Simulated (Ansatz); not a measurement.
# GeH3O (doublet): wave-function methods side by side at distance Ge1–O2 = 1.462 Å, cc-pVDZ

The task here is to estimate one member of a computed series from the others.

Computed with Ansatz 0.2.0, Gaussian basis. Level: cc-pVDZ, core rule «outside noble gas», up to 15 orbitals frozen.

To be run: UHF; CCSD(T) on ROHF; CCSD(T) on UHF; BCCD(T) on ROHF; CISD; CCSDT(Q) on ROHF; CCSDT(Q) on UHF; CASSCF and MRCISD+Q, 3 electrons in 3 orbitals; CASSCF and NEVPT2, 3 electrons in 3 orbitals.

25 further runs of the same task are left out: 2 for a mislabelled method, 19 that didn't finish, 4 set aside as unsound or not needed.

**The system**

The geometry derives from a PBE0/def2-TZVP stationary point (not a proven minimum). One bond is set to the value named and the two fragments are kept rigid. No spin-orbit coupling is included. The filled d shell of Ge may be among the frozen orbitals whatever the setting's name suggests; the logs give the count.

5 atoms, charge 0, spin multiplicity 2.

Atoms are counted from 1 here; the program's logs count them from 0.

Bond lengths: Ge1–O2 1.462 Å, Ge1–H3 1.557 Å, Ge1–H4 1.546 Å, O2–H5 0.960 Å. Angles: O2–Ge1–H3 109.0°, O2–Ge1–H4 103.7°, H3–Ge1–H4 111.8°, Ge1–O2–H5 112.6°.

The first run:

File in.yaml:

```yaml
crystal:
  periodic: [false, false, false]
  atoms:
    - {symbol: Ge, position_ang: [-0.031599, -0.010142, 0.264161]}
    - {symbol: O, position_ang: [0.063241, 0.091234, -1.191233]}
    - {symbol: H, position_ang: [0.754948, -1.268464, 0.735893]}
    - {symbol: H, position_ang: [0.622950, 1.296913, 0.766210]}
    - {symbol: H, position_ang: [-0.104491, -0.745751, -1.630744]}
basis:
  gaussian: {orbitals: cc-pVDZ}
magnetization: {spin_polarized: true, initial_magnetization: 1}
hamiltonian: {xc: hf}
output: {orbitals: {seedname: orbitals}}
```

Command:

```bash
$ ansatz run in.yaml --threads 1 --pin off --events-out ev --progress --plain --max-ram 2393MiB
```

Steps of the session up to this table: UHF; CCSD(T) on ROHF; CCSD(T) on UHF; BCCD(T) on ROHF; CISD; CCSDT(Q) on ROHF; CCSDT(Q) on UHF; CASSCF and MRCISD+Q, 3 electrons in 3 orbitals; CASSCF and NEVPT2, 3 electrons in 3 orbitals.

One table of the session follows, with a row left open; its other results are not shown here.

It belongs to the step «Misses and costs». 

| method | from UCCSDT(Q) (kcal/mol) |
| --- | --- |
| ROHF | +188.43 |
| UHF | +187.39 |
| RMP2 | +18.53 |
| UMP2 | ? |
| RCCSD | +4.33 |
| UCCSD | +4.24 |
| RCCSD(T) | +0.79 |
| UCCSD(T) | +0.72 |
| BCCD(T) | +0.75 |
| RCCSDT | +0.44 |
| UCCSDT | +0.37 |
| RCCSDT(Q) | +0.09 |
| UCCSDT(Q) | 0 |
| CASSCF pair | +175.95 |
| MRCISD pair | +15.78 |
| MRCISD+Q pair | +2.21 |

**Question.** Estimate the row for UMP2.

The run gave: from UCCSDT(Q) (kcal/mol): +18.41. In the column «from UCCSDT(Q) (kcal/mol)» it lies between MRCISD pair (+15.78) and RMP2 (+18.53).

Not comparable, so not listed: CISD; CASSCF and NEVPT2, 3 electrons in 3 orbitals (they don't share determinant, frozen orbitals or solution with the rows shown, or repeat one).

Limits of these values: Restricted and unrestricted rows rest on different reference determinants; where their highest levels disagree by more than a few hundredths of an eV, they describe different states and don't form one ladder. Warnings in the runs' records: passed over end.
